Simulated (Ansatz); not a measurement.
# One shape, several levels: CH3BBrFSi (SMILES FB1C[SiH]1Br)

We compute a comparison of 6 runs (HF/STO-3G, HF/def2-SVP, B3LYP/6-31G*, PBE0/def2-SVP, wB97X/aug-cc-pVDZ, MP2/aug-cc-pVDZ) of CH3BBrFSi. 

The calculation is run with Ansatz 0.2.0.

2 further runs of the same task are left out: 1 that didn't finish, 1 set aside as unsound or not needed.

## Step 1: The structure to begin with

The species is CH3BBrFSi (8 atoms), meant as a singlet with charge 0. SMILES: `FB1C[SiH]1Br`. The coordinates come from a PBE0-D4/def2-TZVP relaxation.

Bond lengths: F1–B2 1.310 Å, B2–C3 1.517 Å, B2–Si4 1.931 Å, C3–Si4 1.951 Å, Si4–Br5 2.215 Å, C3–H6 1.088 Å, C3–H7 1.097 Å, Si4–H8 1.479 Å. Some angles: F1–B2–C3 135.4°, F1–B2–Si4 146.2°, C3–B2–Si4 67.7°, B2–C3–Si4 66.3°, B2–Si4–C3 46.0°, B2–Si4–Br5 121.3°, C3–Si4–Br5 121.8°, B2–C3–H6 126.0°, B2–C3–H7 114.9°, Si4–C3–H6 136.7°.

## Step 2: Energy and gradient at HF/STO-3G (run 1)

The input, in.yaml:

```yaml
crystal:
  periodic: [false, false, false]
  atoms:
    - symbol: F
      position_ang: [-1.060400, -0.958600, 1.991100]
    - symbol: B
      position_ang: [-0.368500, -0.705200, 0.907500]
    - symbol: C
      position_ang: [0.780600, 0.219300, 0.551200]
    - symbol: Si
      position_ang: [-0.425600, -0.143400, -0.938900]
    - symbol: Br
      position_ang: [-1.899300, 1.353600, -1.640200]
    - symbol: H
      position_ang: [1.098300, 1.092200, 1.118300]
    - symbol: H
      position_ang: [1.630300, -0.268400, 0.057200]
    - symbol: H
      position_ang: [0.336800, -0.646700, -2.102000]
basis:
  gaussian:
    orbitals: STO-3G
accuracy: high
hamiltonian:
  xc: hf
output: {forces: true, orbitals: {seedname: orbitals}}
```

On the command line:

```sh
$ ansatz run in.yaml --threads 1 --pin off --max-ram 2610MiB --events-out events.jsonl --progress --plain --runs-dir runs
```

Standard output:

```text
Warning: RAYON_NUM_THREADS=1 ignored (pool sized by the plan → 1); use --threads N
Functional definition: HF
  name "HF"
  exchange = exact_x
  correlation = 0
814 factors; integrals over basis functions are off by at most 3.2e-8 eV
mean field evaluation 1: about -81409.7965 eV, gradient 2.4e1 eV
mean field evaluation 2: about -81409.9049 eV, gradient 2.4e1 eV
mean field evaluation 4: about -81412.4498 eV, gradient 1.9e0 eV
mean field evaluation 8: about -81412.4765 eV, gradient 4.7e-2 eV
mean field -81412.47649814 eV, -2991.8533279480 hartree, gradient 2.9e-8 eV, S^2 0.000000; 0 other end points of the search recorded, 0 dependent functions left out
the calculation of the forces begins
reference -81412.47649814 eV, -2991.8533279480 hartree; 36, 36 occupied and 9, 9 virtual orbitals, 814 factors
Total energy: -81412.47649814 eV, -2991.8533279480 hartree
Atom 0 at    -1.060400    -0.958600     1.991100 Å, force     0.508733     0.013146    -1.085114 eV/Å
Atom 1 at    -0.368500    -0.705200     0.907500 Å, force    -0.764280    -0.075660    -0.080218 eV/Å
Atom 2 at     0.780600     0.219300     0.551200 Å, force     0.308337     0.036866    -2.051282 eV/Å
Atom 3 at    -0.425600    -0.143400    -0.938900 Å, force     0.938803    -0.081125     1.126526 eV/Å
Atom 4 at    -1.899300     1.353600    -1.640200 Å, force     0.155295    -0.166418     0.105982 eV/Å
Atom 5 at     1.098300     1.092200     1.118300 Å, force    -0.239493    -0.245028    -0.283778 eV/Å
Atom 6 at     1.630300    -0.268400     0.057200 Å, force    -0.144088     0.128709     1.029118 eV/Å
Atom 7 at     0.336800    -0.646700    -2.102000 Å, force    -0.763307     0.389509     1.238765 eV/Å
Dipole moment:     0.306945    -0.395464     0.034052 e Å
```

Run time: 1.5 s. Hardware: 1 thread of Arm Neoverse V2, shared host; peak memory 0.11 GiB.

## Step 3: Energy and forces at HF/def2-SVP (run 2)

The input, run.yaml:

```yaml
basis:
  gaussian: {orbitals: def2-SVP}
crystal:
  periodic: [false, false, false]
  atoms:
    - {symbol: F, position_ang: [-1.060400, -0.958600, 1.991100]}
    - {symbol: B, position_ang: [-0.368500, -0.705200, 0.907500]}
    - {symbol: C, position_ang: [0.780600, 0.219300, 0.551200]}
    - {symbol: Si, position_ang: [-0.425600, -0.143400, -0.938900]}
    - {symbol: Br, position_ang: [-1.899300, 1.353600, -1.640200]}
    - {symbol: H, position_ang: [1.098300, 1.092200, 1.118300]}
    - {symbol: H, position_ang: [1.630300, -0.268400, 0.057200]}
    - {symbol: H, position_ang: [0.336800, -0.646700, -2.102000]}
hamiltonian: {xc: hf}
accuracy: high
output: {forces: true, orbitals: {seedname: orbitals}}
```

On the command line:

```sh
$ ansatz run run.yaml --threads 1 --pin off --max-ram 2610MiB --events-out events.jsonl --progress --plain --runs-dir runs
```

Standard output, shortened:

```text
Warning: RAYON_NUM_THREADS=1 ignored (pool sized by the plan → 1); use --threads N
[... 2 set-up lines as earlier in the session ...]
[...]
2220 factors; integrals over basis functions are off by at most 2.0e-8 eV
[...]
mean field -82303.20962028 eV, -3024.5871664262 hartree, gradient 2.2e-8 eV, S^2 0.000000; 0 other end points of the search recorded, 0 dependent functions left out
[...]
reference -82303.20962028 eV, -3024.5871664262 hartree; 36, 36 occupied and 71, 71 virtual orbitals, 2220 factors
Total energy: -82303.20962028 eV, -3024.5871664262 hartree
Atom 0 at    -1.060400    -0.958600     1.991100 Å, force     0.168852    -0.007721    -0.190173 eV/Å
Atom 1 at    -0.368500    -0.705200     0.907500 Å, force    -0.394382    -0.237300     0.345815 eV/Å
Atom 2 at     0.780600     0.219300     0.551200 Å, force     0.380578     0.187787    -0.154868 eV/Å
Atom 3 at    -0.425600    -0.143400    -0.938900 Å, force     0.323280    -0.061639    -0.230937 eV/Å
Atom 4 at    -1.899300     1.353600    -1.640200 Å, force    -0.218687     0.152292    -0.085044 eV/Å
Atom 5 at     1.098300     1.092200     1.118300 Å, force    -0.068718     0.007336    -0.019567 eV/Å
Atom 6 at     1.630300    -0.268400     0.057200 Å, force    -0.019000    -0.057952     0.171844 eV/Å
Atom 7 at     0.336800    -0.646700    -2.102000 Å, force    -0.171924     0.017197     0.162928 eV/Å
Dipole moment:     0.392187    -0.120084    -0.116122 e Å
```

Run time: 6.9 s. Hardware: 1 thread of Arm Neoverse V2, shared host; peak memory 0.36 GiB.

## Step 4: Energy and forces at B3LYP/6-31G(d) (spherical functions) (run 3)

The input, run.yaml:

```yaml
crystal:
  periodic: [false, false, false]
  atoms:
    - symbol: F
      position_ang: [-1.060400, -0.958600, 1.991100]
    - symbol: B
      position_ang: [-0.368500, -0.705200, 0.907500]
    - symbol: C
      position_ang: [0.780600, 0.219300, 0.551200]
    - symbol: Si
      position_ang: [-0.425600, -0.143400, -0.938900]
    - symbol: Br
      position_ang: [-1.899300, 1.353600, -1.640200]
    - symbol: H
      position_ang: [1.098300, 1.092200, 1.118300]
    - symbol: H
      position_ang: [1.630300, -0.268400, 0.057200]
    - symbol: H
      position_ang: [0.336800, -0.646700, -2.102000]
basis:
  gaussian: {orbitals: 6-31G_st_-spherical.json}
hamiltonian: {xc: {name: B3LYP}}
accuracy: high
output: {forces: true, orbitals: {seedname: orbitals}}
```

The basis set 6-31G* is read from a file made from the Basis Set Exchange's data (not shown).

On the command line:

```sh
$ ansatz run run.yaml --threads 1 --pin off --max-ram 2610MiB --events-out events.jsonl --progress --plain --runs-dir runs
```

Standard output, shortened:

```text
Warning: RAYON_NUM_THREADS=1 ignored (pool sized by the plan → 1); use --threads N
Functional definition: B3LYP
  name "B3LYP"
[...]
2085 factors; integrals over basis functions are off by at most 2.6e-8 eV
[...]
mean field -82396.25582765 eV, -3028.0065514779 hartree, gradient 5.9e-8 eV, S^2 0.000000; 0 other end points of the search recorded, 0 dependent functions left out
[...]
reference -82396.25586465 eV, -3028.0065528379 hartree; 36, 36 occupied and 62, 62 virtual orbitals, 2085 factors
Total energy: -82396.25586465 eV, -3028.0065528379 hartree
Atom 0 at    -1.060400    -0.958600     1.991100 Å, force    -0.238013    -0.090169     0.267114 eV/Å
Atom 1 at    -0.368500    -0.705200     0.907500 Å, force     0.158841    -0.078853     0.010743 eV/Å
Atom 2 at     0.780600     0.219300     0.551200 Å, force     0.240149    -0.024625     0.011175 eV/Å
Atom 3 at    -0.425600    -0.143400    -0.938900 Å, force     0.003299    -0.226760    -0.168271 eV/Å
Atom 4 at    -1.899300     1.353600    -1.640200 Å, force    -0.336597     0.329993    -0.197843 eV/Å
Atom 5 at     1.098300     1.092200     1.118300 Å, force     0.022165     0.108714     0.052620 eV/Å
Atom 6 at     1.630300    -0.268400     0.057200 Å, force     0.118579    -0.002909     0.063290 eV/Å
Atom 7 at     0.336800    -0.646700    -2.102000 Å, force     0.031577    -0.015391    -0.038828 eV/Å
Dipole moment:     0.401498    -0.115145     0.017251 e Å
```

It took 17 s on 1 thread of Arm Neoverse V2, shared host; peak memory 0.38 GiB.

Runs 4 to 5 aren't shown in full; the table further down has their settings and results.

## Step 5: Energy and forces at MP2/aug-cc-pVDZ (run 6)

run.yaml: that of step 4 with these lines changed.

```diff
@@ -1 +1,3 @@
+basis:
+  gaussian: {orbitals: aug-cc-pVDZ}
 crystal:
@@ -19,6 +21,5 @@
       position_ang: [0.336800, -0.646700, -2.102000]
-basis:
-  gaussian: {orbitals: 6-31G_st_-spherical.json}
-hamiltonian: {xc: {name: B3LYP}}
+magnetization: {spin_polarized: false, initial_magnetization: 0}
+output: {forces: true, orbitals: {seedname: orbitals}}
 accuracy: high
-output: {forces: true, orbitals: {seedname: orbitals}}
+correlation: {method: mp2, frozen_orbitals: {B: 1, Br: 9, C: 1, F: 1, H: 0, Si: 5}}
```

On the command line:

```sh
$ ansatz run run.yaml --threads 1 --pin off --max-ram 2610MiB --events-out events.jsonl --progress --plain --runs-dir runs
```

Standard output, shortened:

```text
Warning: RAYON_NUM_THREADS=1 ignored (pool sized by the plan → 1); use --threads N
[... 2 set-up lines as earlier in the session ...]
[...]
3054 factors; integrals over basis functions are off by at most 4.3e-9 eV
[...]
mean field -82317.38307488 eV, -3025.1080312754 hartree, gradient 2.7e-8 eV, S^2 0.000000; 0 other end points of the search recorded, 0 dependent functions left out
17 core orbitals not correlated: weight in the atoms' cores, before any rotation towards them, 1.000 or more for the frozen orbitals, at most 0.000 for the correlated occupied ones
reference -82317.38307488 eV, -3025.1080312754 hartree; 19, 19 occupied and 123, 123 virtual orbitals, 3054 factors
second order -17.99290311 eV of doubles, -0.00000000 eV of singles
[...]
Total energy: -82335.37597798 eV, -3025.7692582685 hartree
Atom 0 at    -1.060400    -0.958600     1.991100 Å, force    -0.829106    -0.289854     1.271096 eV/Å
Atom 1 at    -0.368500    -0.705200     0.907500 Å, force     0.492245    -0.098475    -0.799446 eV/Å
Atom 2 at     0.780600     0.219300     0.551200 Å, force     0.373463     0.248806     0.276354 eV/Å
Atom 3 at    -0.425600    -0.143400    -0.938900 Å, force    -0.041596    -0.313256    -0.571649 eV/Å
Atom 4 at    -1.899300     1.353600    -1.640200 Å, force    -0.331282     0.336288    -0.154774 eV/Å
Atom 5 at     1.098300     1.092200     1.118300 Å, force     0.069497     0.283275     0.175091 eV/Å
Atom 6 at     1.630300    -0.268400     0.057200 Å, force     0.236361    -0.160447    -0.165681 eV/Å
Atom 7 at     0.336800    -0.646700    -2.102000 Å, force     0.030417    -0.006339    -0.030991 eV/Å
Dipole moment:     0.360547    -0.056833    -0.077895 e Å
```

It took 55 s on 1 thread of Arm Neoverse V2, shared host; peak memory 0.86 GiB.

## Step 6: Overview of the runs

```tsv
run	level	frozen core orbitals	energy (Eh)	dipole moment (D)	HOMO energy (eV)	LUMO energy (eV)	wall time
1	HF/STO-3G	–	-2991.853328	2.41	-6.78	6.39	1.5 s
2	HF/def2-SVP	–	-3024.587166	2.05	-9.62	2.04	6.9 s
3	B3LYP/6-31G* (spherical functions)	–	-3028.006553	2.01	-6.68	-1.57	17 s
4	PBE0/def2-SVP	–	-3027.172075	1.85	-6.99	-1.58	16 s
5	wB97X/aug-cc-pVDZ	–	-3028.263631	1.90	-9.30	0.46	1.7 min
6	MP2/aug-cc-pVDZ	17	-3025.769258	1.79	-9.61	0.88	55 s
```

## Step 7: Results

```
                                           quantity           value
                                run 6: total energy  -3025.76926 Eh
          run 6: dipole moment (correlated density)          1.79 D
         run 6: HOMO energy (Hartree–Fock orbitals)        -9.61 eV
         run 6: LUMO energy (Hartree–Fock orbitals)         0.88 eV
       run 6: HOMO–LUMO gap (Hartree–Fock orbitals)        10.49 eV
run 6: correlation energy (17 core orbitals frozen)      -661.2 mEh
                    run 6: largest force on an atom      1.545 eV/Å
```

**Reading.** The dipole moment (its size) runs from 1.79 D (MP2/aug-cc-pVDZ) to 2.41 D (HF/STO-3G). The two ends differ in method and basis. Over runs 1, 2, 3, 4, 5 the HOMO–LUMO gap runs from 5.11 eV (B3LYP/6-31G*) to 13.16 eV (HF/STO-3G). Totals of different functionals can't be ranked against each other. In run 1 the basis is minimal, so the values are rough. All runs together took 3.3 min, the longest 1.7 min.
